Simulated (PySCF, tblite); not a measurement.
# C5H9FO: magnetic properties

Aim: compute the magnetic properties of C5H9FO (`C=COC[C@@H](C)F`).

Programs: tblite 0.8.0 and PySCF 2.14.0, with routines of our own; each step states its level. All values are computed. Atoms count from 0.

## Step 1: The system as given

16 atoms, charge 0, multiplicity 1; geometry from: force field or distance geometry start.

## Step 2: Geometry optimisation with GFN2-xTB, one coordinate held

The job: settings as JSON, then the geometry in Å.

```
{"job": {"kind": "relax", "xc": "GFN2-xTB", "basis": "xTB"}, "charge": 0, "multiplicity": 1}
C      2.354700     0.919800    -1.594100
C      2.098400    -0.091500    -0.770900
O      0.949000    -0.442700    -0.131700
C     -0.202600     0.393100    -0.386100
C     -1.421200    -0.495400    -0.635500
C     -1.829700    -1.319900     0.563500
F     -2.468600     0.312400    -0.984100
H      1.599000     1.648100    -1.882200
H      3.345100     1.052100    -2.008400
H      2.874900    -0.804800    -0.481300
H     -0.031900     1.017700    -1.257600
H     -0.401800     1.030800     0.487100
H     -1.231500    -1.161700    -1.477900
H     -2.058600    -0.672000     1.413300
H     -2.731100    -1.886900     0.343200
H     -1.036900    -2.012900     0.876500
```

Launch:

```bash
$ OMP_NUM_THREADS=1 python excited_run.py task.json out
```

The driver reads the jobs from task.json and runs them one after another.

The program printed:

```text
step      E/eV     max force
  0    -654.65786    1.155
  1    -654.69706    0.415
  2    -654.70793    0.219
  3    -654.71201    0.199
  4    -654.71520    0.192
  5    -654.71785    0.163
  6    -654.72063    0.138
  7    -654.72230    0.125
  8    -654.72387    0.122
  9    -654.72510    0.106
 10    -654.72615    0.094
 11    -654.72698    0.093
 12    -654.72788    0.095
 13    -654.72899    0.110
 14    -654.73014    0.103
 15    -654.73098    0.090
 16    -654.73152    0.074
 17    -654.73193    0.067
 18    -654.73230    0.053
 19    -654.73260    0.049
 20    -654.73281    0.050
 21    -654.73298    0.053
 22    -654.73316    0.052
 23    -654.73334    0.047
 24    -654.73351    0.042
 25    -654.73370    0.042
 26    -654.73393    0.041
 27    -654.73419    0.037
 28    -654.73446    0.045
 29    -654.73473    0.047
 30    -654.73500    0.048
 31    -654.73530    0.050
 32    -654.73560    0.055
 33    -654.73589    0.056
 34    -654.73619    0.056
 35    -654.73653    0.049
 36    -654.73686    0.045
 37    -654.73711    0.039
 38    -654.73728    0.040
 39    -654.73744    0.041
 40    -654.73762    0.052
 41    -654.73780    0.054
 42    -654.73794    0.044
 43    -654.73807    0.044
 44    -654.73821    0.048
 45    -654.73836    0.054
 46    -654.73848    0.057
 47    -654.73856    0.058
 48    -654.73863    0.061
 49    -654.73870    0.064
 50    -654.73878    0.068
 51    -654.73883    0.071
 52    -654.73886    0.074
 53    -654.73888    0.076
 54    -654.73890    0.080
 55    -654.73891    0.085
```

Wall time 0.33 s (1 thread of Arm Neoverse V2, shared host); peak memory 0.18 GiB.

One coordinate is held by a constraint (a dihedral, as typed in the start), so the force along it need not vanish.

Along the way: (not every step is listed)

| step | energy from step 0 (eV) | largest force (eV/Å) |
| --- | --- | --- |
| 0 | 0.0000 | 1.1549 |
| 1 | -0.0392 | 0.4151 |
| 2 | -0.0501 | 0.2186 |
| 3 | -0.0541 | 0.1986 |
| 4 | -0.0573 | 0.1920 |
| 5 | -0.0600 | 0.1631 |
| 6 | -0.0628 | 0.1384 |
| 7 | -0.0644 | 0.1254 |
| 8 | -0.0660 | 0.1216 |
| 12 | -0.0700 | 0.0950 |
| 16 | -0.0737 | 0.0737 |
| 20 | -0.0749 | 0.0500 |
| 24 | -0.0756 | 0.0422 |
| 28 | -0.0766 | 0.0455 |
| 32 | -0.0777 | 0.0551 |
| 36 | -0.0790 | 0.0453 |
| 40 | -0.0798 | 0.0516 |
| 44 | -0.0803 | 0.0485 |
| 48 | -0.0808 | 0.0608 |
| 50 | -0.0809 | 0.0684 |
| 51 | -0.0810 | 0.0712 |
| 52 | -0.0810 | 0.0737 |
| 53 | -0.0810 | 0.0762 |
| 54 | -0.0810 | 0.0795 |
| 55 | -0.0811 | 0.0845 |

Close pairs (by a distance rule), those that changed most:

| bond | before (Å) | after (Å) | change (Å) |
| --- | --- | --- | --- |
| O2–C3 | 1.445 | 1.412 | -0.034 |
| C4–F6 | 1.368 | 1.384 | +0.016 |
| C0–H7 | 1.088 | 1.075 | -0.013 |
| C5–H15 | 1.099 | 1.086 | -0.013 |
| C1–H9 | 1.093 | 1.082 | -0.011 |
| C0–H8 | 1.082 | 1.073 | -0.009 |
| C3–H10 | 1.086 | 1.093 | +0.008 |
| C4–H12 | 1.091 | 1.098 | +0.007 |

The next job starts from the end point, and lists it.

## Step 3: Magnetic properties: GIAO PBE/pcSseg-1

The job: settings as JSON, then the geometry in Å.

```
{"job": {"kind": "mag", "xc": "PBE", "basis": "pcSseg-1", "isotopologues": 0}, "charge": 0, "multiplicity": 1}
C      2.407288     0.935046    -1.539340
C      2.064323    -0.111337    -0.806683
O      0.894423    -0.398083    -0.184509
C     -0.243711     0.404391    -0.416079
C     -1.447880    -0.518910    -0.637934
C     -1.803676    -1.317079     0.602991
F     -2.521897     0.272822    -1.004964
H      1.754384     1.761355    -1.755506
H      3.393927     0.987042    -1.957827
H      2.766518    -0.908373    -0.599279
H     -0.122532     1.033104    -1.302383
H     -0.423947     1.048567     0.453513
H     -1.252606    -1.179341    -1.492459
H     -2.093053    -0.641553     1.404690
H     -2.629792    -1.992485     0.395956
H     -0.934638    -1.889448     0.913147
```

With the program's defaults for keys left out, this is: GIAO PBE/pcSseg-1 magnetisability, rotational g tensor and spin-rotation constants, non-relativistic, gas phase.

The program printed:

```text
coarse grid: 13184 points
cycle   1  E = -370.2982857226  dE =  6.548e-01  |g| = 7.773e-01  |ddm| = 3.411e+00
cycle   2  E = -370.1230498803  dE =  1.752e-01  |g| = 1.247e+00  |ddm| = 1.633e+00
cycle   3  E = -370.4144780798  dE = -2.914e-01  |g| = 1.766e-01  |ddm| = 1.073e+00
cycle   4  E = -370.4197188432  dE = -5.241e-03  |g| = 6.734e-02  |ddm| = 1.496e-01
cycle   5  E = -370.4204373830  dE = -7.185e-04  |g| = 3.364e-02  |ddm| = 7.020e-02
cycle   6  E = -370.4207180556  dE = -2.807e-04  |g| = 7.019e-03  |ddm| = 3.424e-02
cycle   7  E = -370.4207295674  dE = -1.151e-05  |g| = 1.602e-03  |ddm| = 6.000e-03
cycle   8  E = -370.4207301527  dE = -5.853e-07  |g| = 3.021e-04  |ddm| = 1.470e-03
final grid: 127200 points
cycle   9  E = -370.5023634666  dE = -1.755e-05  |g| = 2.109e-02  |ddm| = 3.242e-02
cycle  10  E = -370.5021052668  dE =  2.582e-04  |g| = 4.270e-02  |ddm| = 3.930e-02
cycle  11  E = -370.5024414128  dE = -3.361e-04  |g| = 6.797e-03  |ddm| = 2.961e-02
cycle  12  E = -370.5024527291  dE = -1.132e-05  |g| = 1.351e-03  |ddm| = 6.679e-03
cycle  13  E = -370.5024530791  dE = -3.500e-07  |g| = 3.642e-04  |ddm| = 1.228e-03
cycle  14  E = -370.5024531091  dE = -2.995e-08  |g| = 4.178e-05  |ddm| = 2.865e-04
cycle  15  E = -370.5024531094  dE = -2.942e-10  |g| = 2.245e-05  |ddm| = 4.931e-05
converged SCF energy = -370.5024531094

Magnetisability tensor (1e-30 J/T^2)
    -1076.84       15.15      -31.51
       15.15    -1059.80      -25.37
      -31.51      -25.37    -1110.27
isotropic -1082.30   principal values   -1132.29  -1082.83  -1031.79
isotropic susceptibility -65.178 1e-6 cm^3/mol

Inertial axes            a          b          c
rot. const./GHz      5.8886     1.3294     1.1379
chi total           -63.846    -64.682    -67.005
chi diamagnetic    -299.623   -982.396  -1132.501
chi paramagnetic    235.777    917.713   1065.496
quadrupole/D A       -0.964     -0.002      0.965
g nuclear            0.6171     0.5654     0.5639
g electronic        -0.6523    -0.5732    -0.5696
g total             -0.0352    -0.0078    -0.0057

Spin-rotation constants (kHz, H = +C I.J)
atom  isotope        aa         bb         cc
  6    19F        3.906      0.580      0.705
  7     1H       -0.406      0.021     -0.108
  8     1H        0.419     -0.145     -0.126
  9     1H       -0.319      0.029     -0.084
 10     1H       -0.445      0.051     -0.121
 11     1H       -0.572     -0.158      0.062
 12     1H       -0.543     -0.151      0.082
 13     1H       -0.619     -0.150      0.018
 14     1H       -0.056     -0.141     -0.087
 15     1H       -0.350     -0.028     -0.130
  0    13C*       2.151      0.305      0.167
  1    13C*       2.633      0.468      0.308
  2    17O*      -0.994     -0.288     -0.120
  3    13C*       1.296      0.313      0.267
  4    13C*       1.458      0.321      0.347
  5    13C*       0.938      0.192      0.178
* in the singly substituted isotopologue
```

Run time: 25 s. Hardware: 1 thread of Arm Neoverse V2, shared host; peak memory 0.55 GiB.

In short:

| quantity | value |
| --- | --- |
| magnetisability | -1082·10⁻³⁰ J/T² |
| molar susceptibility | -65.2·10⁻⁶ cm³/mol |
| rotational g (a, b, c) | -0.0352, -0.0078, -0.0057 |

## Step 4: What came out

| quantity | value |
| --- | --- |
| magnetisability (step 3, GIAO PBE/pcSseg-1) | -1082·10⁻³⁰ J/T² |
| molar susceptibility (step 3, GIAO PBE/pcSseg-1) | -65.2·10⁻⁶ cm³/mol |
| rotational g (a, b, c) (step 3, GIAO PBE/pcSseg-1) | -0.0352, -0.0078, -0.0057 |

In words: The values above hold for this geometry and these levels alone. Vibrational averaging and real surroundings are missing from these values.
